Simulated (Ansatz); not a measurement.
# ZrSc3F2: the cost of one run

Method: DFT PBE, scalar-relativistic, plane waves, PAW, in Ansatz 0.2.0.

1 further run of the same task is left out (it didn't finish).

## 1. Starting point

It takes space group P4mm (No. 99, tetragonal). The conventional cell has a = 4.504 Å, b = 4.504 Å, c = 5.593 Å, α = 90.00°, β = 90.00°, γ = 90.00°. Zr (site symmetry 4mm) has 2 Sc at 2.69 to 2.90 Å in its first shell of neighbours. Sc (site symmetry 4mm) has 1 Sc at 2.46 Å in its first shell of neighbours. Around Sc (site symmetry 4mm) lie 4 F at 2.25 Å. Sc (site symmetry 4mm) is surrounded by 4 F at 2.41 Å and 1 Sc at 2.46 Å. F (site symmetry 2mm) is surrounded by 4 Sc at 2.25 to 2.41 Å.

Structure file:

```cif
data_structure
_symmetry_space_group_name_H-M 'P4mm'
_symmetry_Int_Tables_number 99
_cell_length_a 4.5041
_cell_length_b 4.5041
_cell_length_c 5.5934
_cell_angle_alpha 90.000
_cell_angle_beta 90.000
_cell_angle_gamma 90.000
_cell_volume 113.47
loop_
_atom_site_label
_atom_site_type_symbol
_atom_site_symmetry_multiplicity
_atom_site_Wyckoff_symbol
_atom_site_fract_x
_atom_site_fract_y
_atom_site_fract_z
_atom_site_occupancy
Zr1 Zr 1 a 0.00000 0.00000 0.03569 1
Sc1 Sc 1 b 0.50000 0.50000 0.14755 1
Sc2 Sc 1 a 0.00000 0.00000 0.55404 1
Sc3 Sc 1 b 0.50000 0.50000 0.70814 1
F1 F 2 c 0.50000 0.00000 0.55244 1
```

Recipe of the guess: random cell by space group and Wyckoff sites (P4mm, No. 99). The dimensions are guesses.

## 2. A first look at the guess

The input, input.yaml:

```yaml
crystal:
  lattice:
    - [4.50407643, 0.0, 0.0]
    - [0.0, 4.50407643, 0.0]
    - [0.0, 0.0, 5.59338808]
  atoms:
    - { symbol: Zr, position: [0.0, 0.0, 0.03568839] }
    - { symbol: Sc, position: [0.5, 0.5, 0.14755093] }
    - { symbol: Sc, position: [0.0, 0.0, 0.55404181] }
    - { symbol: Sc, position: [0.5, 0.5, 0.70813856] }
    - { symbol: F, position: [0.5, 0.0, 0.55243806] }
    - { symbol: F, position: [0.0, 0.5, 0.55243806] }
basis:
  ecutwfc: 420
kpoints:
  mp_grid: { grid: [4, 4, 4] }
hamiltonian:
  xc: pbe
scf:
  occupations: { method: gaussian, width: 0.1 }
  lower_state_search: "off"
output:
  forces: true
  stress: true
  eigenvalues: true
```

On the command line:

```console
> ansatz run input.yaml --threads 1 --pin off --max-ram 2560MiB --backend cpu --events-out ev --progress --plain --runs-dir out
```

**Question.** How long does this run take on 1 thread of Arm Neoverse V2, shared host, and how much memory does it need?

About 6.5 s, with a peak of 0.35 GiB.
